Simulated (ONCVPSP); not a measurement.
# Pseudopotential generation for Ge: ONCV, PBE

Do these settings give a usable potential? It is generated, then checked for transferability, scattering, ghosts and hardness.

The numbers are computed with ONCVPSP 4.0.1.1 (patched build) (PBE, scalar-relativistic, spin-unpolarised reference atom).

### Step 1. The design

The settings as typed:

- element: germanium (Ge, Z = 32)
- type: optimised norm-conserving Vanderbilt (ONCV)
- frozen core: [Ar] 3d10
- valence charge: 4
- reference configuration: 4s2 4p1 (charge +1)
- partial waves: 4s: rc 1.60 bohr, ncon 3, nbas 6, qcut 3.8 1/bohr, 3 projectors, debl 1.8 Ha; 4p: rc 1.85 bohr, ncon 4, nbas 9, qcut 3.9 1/bohr, 2 projectors, debl 2 Ha; d scattering state at 0.39 Ha: rc 1.95 bohr, ncon 4, nbas 8, qcut 5.9 1/bohr, 2 projectors, debl 0.4 Ha
- local potential: polynomial inside 1.50 bohr (lpopt 5, dvloc0 4 Ha)
- core correction: not asked for

The outer shells as boxes (Hund's rule for the drawing; the calculation is spin-unpolarised):

```
[Ar] core
3d [↑↓][↑↓][↑↓][↑↓][↑↓]
4s [↑↓]
4p [↑ ][  ][  ]
```

An earlier all-electron run gives the scale for the radii.

All-electron outer shells of the reference configuration (PBE, scalar-relativistic, ld1.x):

```csv
shell,level (eV),outermost node (bohr),outermost maximum (bohr)
3p,-124.65,0.23,0.54
3d,-38.32,–,0.50
4s,-19.86,0.77,1.71
4p,-11.24,0.82,2.08
```

### Step 2. Generation

Ge.dat

```
# ATOM AND REFERENCE CONFIGURATION
# atsym  z   nc   nv     iexc    psfile
  Ge 32.00    6    2        4      upf
#
#   n    l    f
    1    0    2.00
    2    0    2.00
    2    1    6.00
    3    0    2.00
    3    1    6.00
    3    2   10.00
    4    0    2.00
    4    1    1.00
#
# PSEUDOPOTENTIAL AND OPTIMIZATION
# lmax
    2
#
#   l,   rc,      ep,       ncon, nbas, qcut
    0    1.60    0.00    3    6    3.80
    1    1.85    0.00    4    9    3.90
    2    1.95    0.39    4    8    5.90
#
# LOCAL POTENTIAL
# lloc, lpopt,  rc(5),   dvloc0
    4    5    1.50    4.00
#
# VANDERBILT-KLEINMAN-BYLANDER PROJECTORs
# l, nproj, debl
    0    3    1.80
    1    2    2.00
    2    2    0.40
#
# MODEL CORE CHARGE
# icmod, fcfact, rcfact
    0    0.00    0.00
#
# LOG DERIVATIVE ANALYSIS
# epsh1, epsh2, depsh
   -2.00    5.00    0.02
#
# OUTPUT GRID
# rlmax, drl
    6.00    0.01
#
# TEST CONFIGURATIONS
# ncnf
    4
# nvcnf
#   n    l    f
    2
    4    0    2.00
    4    1    2.00
#
    2
    4    0    2.00
    4    1    0.00
#
    2
    4    0    1.00
    4    1    0.00
#
    2
    4    0    2.00
    4    1    1.50
#
```

Run with:

```bash
oncvpsp.x < Ge.dat > Ge.out
```

**Question.** What will these runs give? Wanted: cutoffs for 1 and 0.1 mHa per electron, occupied waves; bound ghosts; GHOST(+) flags; largest test error; largest phase difference near zero energy, channels read.

The runs gave:

| quantity | value |
| --- | --- |
| cutoffs for 1 and 0.1 mHa per electron, occupied waves | 13 Ha and 33 Ha |
| bound ghosts | d at -17.28 eV |
| GHOST(+) flags | s at 201 eV, s at 615 eV, s at 1450 eV (1 near or above the test basis's cutoff) |
| largest test error (AE − PS) | +115 meV, for 4s1 4p0 |
| largest phase difference near zero energy, channels read | 0.041 rad |

In words: A bound ghost (d) makes it unfit for use: electrons can fall into a state that the atom doesn't have. By total energies transferability is fair for so large an energy: the largest error is 115 meV on 50.2 eV, for 4s1 4p0. That test lies far up in energy; among those under 40 eV, nearer to bonding, the largest error is 4.8 meV. By its cutoff, 13 Ha for the looser tolerance, it is soft on the atom at that tolerance. The tighter tolerance needs 33 Ha, and converged work needs a cutoff nearer that. At the looser tolerance the 4s wave is the slowest; 4p needs 7 Ha. Near zero energy the largest phase difference among the channels read is 0.04 rad, in the d channel. The program also flags highly localised states, GHOST(+) (s).
